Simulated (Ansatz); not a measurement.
# Ti2Fe: the cost of one run

Computed with Ansatz 0.2.0 (DFT r2SCAN, scalar-relativistic, plane waves, PAW, unless a step's input says otherwise).

2 further runs of the same task are left out: 2 set aside as unsound or not needed.

### 1 The system as given

It takes space group Fd-3m (No. 227, cubic). Conventional cell: a = 7.129 Å, b = 7.129 Å, c = 7.129 Å, α = 90.00°, β = 90.00°, γ = 90.00°. Ti (site symmetry -3m) has 6 Ti at 2.52 Å as nearest neighbours. Co (site symmetry -43m) has 12 Ti at 2.96 Å and 4 Co at 3.09 Å as nearest neighbours.

As a file:

```
CELL_PARAMETERS angstrom
0.00000 3.56446 3.56446
3.56446 0.00000 3.56446
3.56446 3.56446 0.00000
ATOMIC_POSITIONS crystal
Ti 0.12500 0.12500 0.12500
Ti 0.62500 0.12500 0.12500
Ti 0.12500 0.12500 0.62500
Ti 0.12500 0.62500 0.12500
Co 0.50000 0.50000 0.50000
Co 0.75000 0.75000 0.75000
```

This cell was relaxed beforehand with the same method: volume 15.10 Å³/atom, gap on the mesh none (metal), site moments up to 1.8 μB.

### 2 Co → Fe: the starting cell

Ti2Fe starts from the relaxed positions of Ti2Co, with all lengths scaled by 1.009, a guess from tabulated radii. Atoms that may carry a moment start with parallel spins.

### 3 Quick check of gap, pressure and forces (Ti2Fe)

input.yaml reads:

```yaml
crystal:
  lattice:
    - [0.0, 3.5972586304, 3.5972586304]
    - [3.5972586304, 0.0, 3.5972586304]
    - [3.5972586304, 3.5972586304, 0.0]
  atoms:
    - { symbol: Ti, position: [0.125, 0.125, 0.125] }
    - { symbol: Ti, position: [0.625, 0.125, 0.125] }
    - { symbol: Ti, position: [0.125, 0.125, 0.625] }
    - { symbol: Ti, position: [0.125, 0.625, 0.125] }
    - { symbol: Fe, position: [0.5, 0.5, 0.5], spin: 4.0 }
    - { symbol: Fe, position: [0.75, 0.75, 0.75], spin: 4.0 }
basis:
  ecutwfc: 500
kpoints:
  mp_grid: { grid: [4, 4, 4] }
hamiltonian:
  xc: r2scan
scf:
  occupations: { method: gaussian, width: 0.1 }
  lower_state_search: "off"
output:
  forces: true
  stress: true
  eigenvalues: true
  populations: true
magnetization:
  spin_polarized: true
```

Command:

```
> ansatz run input.yaml --threads 1 --pin off --max-ram 2560MiB --backend cpu --events-out ev --progress --plain --runs-dir out
```

What time and memory should one allow on 1 thread of Intel Xeon Platinum 8259CL at 2.50GHz (Skylake/Cascade Lake), shared host?

About 38 s, with a peak of 0.77 GiB.
